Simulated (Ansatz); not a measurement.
# NiC2: the cost of one run

Program: Ansatz 0.2.0. Level of theory: DFT PBE, scalar-relativistic, plane waves, PAW. These are calculated values, not measurements.

## (1) The starting structure

The structure is tetragonal, space group P4/nmm (No. 129). The conventional cell has a = 3.112 Å, b = 3.112 Å, c = 4.749 Å, α = 90.00°, β = 90.00°, γ = 90.00°. Ni (site symmetry 4mm) is surrounded by 9 C at 2.04 to 2.21 Å. C (site symmetry -4m2) has 8 C at 2.02 to 2.20 Å and 4 Ni at 2.11 Å as nearest neighbours. Around C (site symmetry 4mm) lie 4 C at 2.02 Å and 5 Ni at 2.04 to 2.21 Å.

As a file:

```
Ni C
1.0
     3.11249    0.00000    0.00000
     0.00000    3.11249    0.00000
     0.00000    0.00000    4.74904
Ni C
2 4
Direct
  0.00000 0.50000 0.70000
  0.50000 0.00000 0.30000
  0.00000 0.00000 0.00000
  0.50000 0.50000 0.00000
  0.00000 0.50000 0.27000
  0.50000 0.00000 0.73000
```

(A quick probe on a coarse mesh, which set the mesh and smearing, is not shown.)

## (3) Rough relaxation on the coarse mesh

File input.yaml:

```yaml
crystal:
  lattice:
    - [3.1124861529, 0.0, 0.0]
    - [0.0, 3.1124861529, 0.0]
    - [0.0, 0.0, 4.749036362]
  atoms:
    - { symbol: Ni, position: [0.0, 0.5, 0.7] }
    - { symbol: Ni, position: [0.5, 0.0, 0.3] }
    - { symbol: C, position: [0.0, 0.0, 0.0] }
    - { symbol: C, position: [0.5, 0.5, 0.0] }
    - { symbol: C, position: [0.0, 0.5, 0.27] }
    - { symbol: C, position: [0.5, 0.0, 0.73] }
basis:
  ecutwfc: 420
kpoints:
  mp_grid: { grid: [6, 6, 4] }
hamiltonian:
  xc: pbe
scf:
  occupations: { method: gaussian, width: 0.1 }
  lower_state_search: "off"
output:
  forces: true
  stress: true
  eigenvalues: true
relax:
  adjacent_minimum: "off"
  f_tol: 0.04
  max_steps: 70
  cell: { stress_tol: 0.4 }
```

Command:

```console
$ ansatz run input.yaml --threads 1 --pin off --max-ram 2560MiB --backend cpu --events-out ev --progress --plain --runs-dir out
```

**Question.** How long does this run take on 1 thread of Arm Neoverse V1, shared host, and how much memory does it need?

About 63 s, with a peak of 0.34 GiB.
